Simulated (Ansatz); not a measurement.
# C₃H₁₂InNO₂Si: how energies converge with the basis set

An exercise on one series of results from a longer session: the logs are not shown, and one member is left open.

Computed with Ansatz 0.2.0, Gaussian basis. Level: one geometry, several basis sets.

The runs, in order: PBE0-D4/def2-SVP; ωB97M-V/def2-SVP; PBE0-D4/def2-QZVPP; ωB97M-V/def2-QZVPP; the functionals' def2-TZVPP values are taken from earlier runs.

### Structure used throughout

The geometry comes from an earlier relaxation with PBE0-D4 in a triple-zeta def2 set; it is a stationary point, not always the lowest conformer. In takes the def2 core potential; no spin-orbit term is included.

20 atoms, charge 0, spin multiplicity 1.

Atoms are counted from 1 here; the program's logs count them from 0.

Bond lengths: C1–O2 1.407 Å, C1–H9 1.098 Å, C1–H10 1.095 Å, C1–H11 1.098 Å, O2–In3 1.972 Å, In3–O4 1.983 Å, In3–N6 1.983 Å, O4–Si5 1.623 Å, Si5–H12 1.488 Å, Si5–H13 1.493 Å, Si5–H14 1.493 Å, N6–C7 1.440 Å, N6–C8 1.441 Å, C7–H15 1.092 Å, C7–H16 1.101 Å, C7–H17 1.100 Å, C8–H18 1.100 Å, C8–H19 1.092 Å and more. Angles: O2–C1–H9 112.7°, O2–C1–H10 108.1°, O2–C1–H11 112.9°, H9–C1–H10 107.6°, H9–C1–H11 107.7°, H10–C1–H11 107.6°, C1–O2–In3 121.2°, O2–In3–O4 117.3°, O2–In3–N6 126.2°, O4–In3–N6 116.4°, In3–O4–Si5 139.4°, O4–Si5–H12 109.5°, O4–Si5–H13 111.8°, O4–Si5–H14 111.8°, H12–Si5–H13 108.2°, H12–Si5–H14 108.2°, H13–Si5–H14 107.2°, In3–N6–C7 123.5° and more.

Set-up of the first run:

File in.yaml:

```yaml
crystal:
  periodic: [false, false, false]
  atoms:
    - {symbol: C, position_ang: [2.287587, 2.121181, 0.026774]}
    - {symbol: O, position_ang: [0.888786, 2.003474, -0.063205]}
    - {symbol: In, position_ang: [0.005272, 0.241319, -0.008744]}
    - {symbol: O, position_ang: [1.164585, -1.349934, 0.226628]}
    - {symbol: Si, position_ang: [2.740033, -1.718969, 0.353796]}
    - {symbol: N, position_ang: [-1.949166, -0.090984, -0.066941]}
    - {symbol: C, position_ang: [-2.923419, 0.940175, -0.315265]}
    - {symbol: C, position_ang: [-2.492381, -1.425392, -0.087389]}
    - {symbol: H, position_ang: [2.807415, 1.655144, -0.820334]}
    - {symbol: H, position_ang: [2.539609, 3.186680, 0.024666]}
    - {symbol: H, position_ang: [2.694963, 1.686357, 0.948886]}
    - {symbol: H, position_ang: [2.897302, -3.196082, 0.447396]}
    - {symbol: H, position_ang: [3.356508, -1.105679, 1.567490]}
    - {symbol: H, position_ang: [3.518664, -1.241173, -0.827458]}
    - {symbol: H, position_ang: [-2.469803, 1.932755, -0.278694]}
    - {symbol: H, position_ang: [-3.402574, 0.827589, -1.299827]}
    - {symbol: H, position_ang: [-3.723100, 0.913991, 0.439464]}
    - {symbol: H, position_ang: [-3.269315, -1.544073, 0.681994]}
    - {symbol: H, position_ang: [-1.716817, -2.168809, 0.107472]}
    - {symbol: H, position_ang: [-2.954140, -1.667560, -1.056708]}
basis:
  gaussian: {orbitals: def2-SVP}
hamiltonian: {xc: pbe0, dispersion: d4}
output: {orbitals: {seedname: orbitals}}
```

Launch:

```bash
> ansatz run in.yaml --threads 2 --pin off --events-out ev --progress --plain --max-ram 20480MiB --backend cpu
```

Steps of the session up to this table: PBE0-D4 in def2-SVP; ωB97M-V in def2-SVP; PBE0-D4 in def2-QZVPP; ωB97M-V in def2-QZVPP.

One table of the session follows, with a row left open; its other results are not shown here.

It belongs to the step «Functionals by basis». 

```
functional       basis  HOMO (eV)  LUMO (eV)
   PBE0-D4    def2-SVP          ?          ?
   PBE0-D4  def2-TZVPP      -6.41      -1.59
   PBE0-D4  def2-QZVPP      -6.43      -1.65
   ωB97M-V    def2-SVP      -8.59       0.53
   ωB97M-V  def2-TZVPP      -8.70       0.26
   ωB97M-V  def2-QZVPP      -8.72       0.05
```

Q: Estimate the row for PBE0-D4, def2-SVP from the others.

The run gave: HOMO (eV): -6.31; LUMO (eV): -1.41. In the column «HOMO (eV)» it is the highest.
